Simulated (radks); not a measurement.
# Yb²⁺ in [Xe] 4f14: an all-electron calculation

An exercise on one series of results from a longer session: the logs are not shown, and one member is left open.

Program: radks (a radial shooting solver on a logarithmic mesh, Libxc functionals) version 1. Level of theory: scalar-relativistic Kohn-Sham, OLYP, spin-unpolarised, spherical densities, finite nucleus. These are calculated values, not measurements, unless marked.

## The atom as given

| Property | Result |
| --- | --- |
| element | ytterbium (Z = 70) |
| charge | +2 |
| electrons | 68 |
| configuration | [Xe] 4f14 |
| nuclear rms radius | 5.3108 fm |

Outer shells as boxes (Hund's rule):

Yb²⁺
```
[Xe] core
4f [↑↓][↑↓][↑↓][↑↓][↑↓][↑↓][↑↓]
```

Set-up of the first run:

Settings of this run:

```text
Z 70
configuration [Xe] 4f14 6s0 5d0 6p0 5f0
relativity scalar-relativistic
functional optx,lyp
spin unpolarised
nucleus finite rms 5.3108 fm
c 137.035999084
```

One of the session's tables, all rows but one given; the rest of the session is left out.

It belongs to the step «Orbitals and density». Sizes of the orbitals, from the radial functions (bohr):

```
level      <r>  outermost maximum (interpolated)  90 % within  nodes
   1s  0.01967                            0.0124       0.0357      0
   2s  0.08334                            0.0706        0.129      1
   2p  0.07414                            0.0576        0.121      0
   3s   0.2167                             0.199        0.318      2
   3p   0.2162                             0.197        0.323      1
   3d   0.1960                             0.160        0.305      0
   4s        ?                                 ?            ?      ?
   4p   0.5181                             0.476        0.754      2
   4d   0.5597                             0.491        0.842      1
   5s    1.205                              1.07         1.74      4
   5p    1.435                              1.23         2.12      3
   4f   0.7761                             0.483         1.36      0
   6s    3.300                              3.01         4.70      5
   5d    2.509                              1.84         3.97      2
   6p    3.993                              3.63         5.68      4
```

Estimate the missing values for 4s.

As computed: <r>: 0.4878; outermost maximum (interpolated): 0.455; 90 % within: 0.701; nodes: 3. In the column «<r>» it lies between 3s (0.2167) and 4p (0.5181).
